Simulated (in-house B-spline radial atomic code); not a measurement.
**Ho⁴⁺: ionisation energy by several methods**

Wanted: one ionisation energy, Ho⁴⁺ to configuration [Kr] 4d10 4f9 5s2 5p5, up the ladder of functionals.

Program: in-house B-spline radial atomic code version 1. Level of theory: scalar-relativistic (X2C), several functionals, spin-polarised, exact exchange averaged over the configuration; spherical all-electron atom at the radial basis limit. These are calculated values, not measurements, unless marked.

## (1) The system

```
element       : holmium (Z = 67)
charge        : +4
electrons     : 63
configuration : [Xe] 4f9
nucleus       : Fermi, rms radius 5.202 fm
```

The outer shells:

[Xe] 4f9
```
[Xe] core
4f [↑↓][↑↓][↑ ][↑ ][↑ ][↑ ][↑ ]
```

Where spins are not typed, each open shell is filled with up spins first.

## (2) B97-1

The run's settings:

```ini
Z = 67
electrons = 63.0
configuration = [Xe] 4f9
hamiltonian = x2c
method = b97_1
spin_polarised = True
nucleus = fermi
rms_radius = 5.2022
mass_number = 165
atomic_mass = 164.930329116
speed_of_light = 137.035999084
exact_exchange = averaged over the configuration
```

Started as:

```
python run_scf.py task.json out
```

The settings of every run stand in task.json; they run in order.

## (3) TPSSh

The settings differ from step 2 so:

```diff
@@ -4,3 +4,3 @@
 hamiltonian = x2c
-method = b97_1
+method = tpssh
 spin_polarised = True
```

## (4) r2SCAN0

The settings differ from step 3 so:

```diff
@@ -4,3 +4,3 @@
 hamiltonian = x2c
-method = tpssh
+method = r2scan0
 spin_polarised = True
```

## (5) M06-2X

The settings differ from step 4 so:

```diff
@@ -4,3 +4,3 @@
 hamiltonian = x2c
-method = r2scan0
+method = m062x
 spin_polarised = True
```

## (6) BHandHLYP

The settings differ from step 5 so:

```diff
@@ -4,3 +4,3 @@
 hamiltonian = x2c
-method = m062x
+method = bhandhlyp
 spin_polarised = True
```

## (7) PBE0

The settings differ from step 6 so:

```diff
@@ -4,3 +4,3 @@
 hamiltonian = x2c
-method = bhandhlyp
+method = pbe0
 spin_polarised = True
```

Q: What does each method give for the ionisation energy?

The runs gave:

| method | rung | total energy (hartree) | ΔSCF (eV) | −ε highest (eV) |
| --- | --- | --- | --- | --- |
| B97-1 | global hybrid | -12612.7971 | 76.843 | 55.750 (4f down) |
| TPSSh | global hybrid | -12612.5285 | 76.978 | 54.036 (4f down) |
| r2SCAN0 | global hybrid | -12612.8438 | 77.314 | 55.596 (4f down) |
| M06-2X | global hybrid | -12614.1937 | 77.107 | 60.484 (4f down) |
| BHandHLYP | global hybrid | -12612.8543 | 76.736 | 59.244 (4f down) |
| PBE0 | global hybrid | -12612.6753 | 76.861 | 56.278 (4f down) |

What this shows: For the ionisation energy the methods span 0.578 eV, from BHandHLYP (76.736 eV) to r2SCAN0 (77.314 eV), which is 0.75 % of the mean. No tabulated value is at hand. ΔSCF removes a 5p electron, which is never the highest level here, so the two columns refer to different electrons.
